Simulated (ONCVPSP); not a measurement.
# Pseudopotential generation for copper: ONCV, LDA (Perdew-Zunger)

Do these settings give a usable potential? It is generated, then checked for transferability, scattering, ghosts and hardness.

Method: ONCVPSP 4.0.1, LDA (Perdew-Zunger), scalar-relativistic.

**1. The design**

The settings as typed:

```json
{
 "element": "copper (Cu, Z = 29)",
 "type": "optimised norm-conserving Vanderbilt (ONCV)",
 "frozen core": "[Ar]",
 "valence charge": "11",
 "reference configuration": "3d10 4s1",
 "partial waves": "4s: rc 2.40 bohr, ncon 4, nbas 9, qcut 3.1 1/bohr, 2 projectors, debl 0.5 Ha; p scattering state at 0.23 Ha: rc 2.15 bohr, ncon 4, nbas 8, qcut 3.7 1/bohr, 2 projectors, debl 2.4 Ha; 3d: rc 1.10 bohr, ncon 4, nbas 9, qcut 14.9 1/bohr, local",
 "local potential": "the d channel",
 "core correction": "not asked for"
}
```

**2. The generation run**

The input, Cu.dat:

```
# ATOM AND REFERENCE CONFIGURATION
# atsym  z   nc   nv     iexc    psfile
  Cu 29.00    5    2        3      upf
#
#   n    l    f
    1    0    2.00
    2    0    2.00
    2    1    6.00
    3    0    2.00
    3    1    6.00
    3    2   10.00
    4    0    1.00
#
# PSEUDOPOTENTIAL AND OPTIMIZATION
# lmax
    2
#
#   l,   rc,      ep,       ncon, nbas, qcut
    0    2.40    0.00    4    9    3.10
    1    2.15    0.23    4    8    3.70
    2    1.10    0.00    4    9   14.90
#
# LOCAL POTENTIAL
# lloc, lpopt,  rc(5),   dvloc0
    2    5    1.10    0.00
#
# VANDERBILT-KLEINMAN-BYLANDER PROJECTORs
# l, nproj, debl
    0    2    0.50
    1    2    2.40
    2    0    2.40
#
# MODEL CORE CHARGE
# icmod, fcfact, rcfact
    0    0.00    0.00
#
# LOG DERIVATIVE ANALYSIS
# epsh1, epsh2, depsh
   -2.00    5.00    0.02
#
# OUTPUT GRID
# rlmax, drl
    6.00    0.01
#
# TEST CONFIGURATIONS
# ncnf
    4
# nvcnf
#   n    l    f
    2
    3    2   10.00
    4    0    0.00
#
    2
    3    2    9.00
    4    0    0.00
#
    2
    3    2    8.00
    4    0    0.00
#
    2
    3    2    7.00
    4    0    0.00
#
```

Launch:

```sh
$ oncvpsp.x < Cu.dat > Cu.out
```

What does the calculation give? Wanted: cutoffs for 1 and 0.1 mHa per electron, occupied waves; bound ghosts; GHOST(+) flags; largest test error; largest phase difference near zero energy, channels read.

**Answer**, as computed:

```
                                                quantity                                    value
  cutoffs for 1 and 0.1 mHa per electron, occupied waves                          84 Ha and 95 Ha
                                            bound ghosts          s at -319.49 eV, p at -55.33 eV
                                          GHOST(+) flags                               s at 94 eV
                            largest test error (AE − PS)  -32 meV, for 3d9 4s0 (2 tests unsolved)
largest phase difference near zero energy, channels read                                0.004 rad
```

In words: It has a bound ghost (s, p), a state that the atom doesn't have, and that rules the file out. By total energies transferability is fair where solved: the largest error is 32 meV on 30.1 eV, for 3d9 4s0. Of the tests 2 gave no usable energy difference, which is a warning in itself. The potential is very hard: the looser tolerance needs 84 Ha. At the looser tolerance the 3d wave is the slowest; 4s needs 4 Ha. Near zero energy the phases of the channels with partial waves agree within 0.004 rad. The program also flags highly localised states, GHOST(+) (s). These are tests on the free atom; a crystal test is still owed.
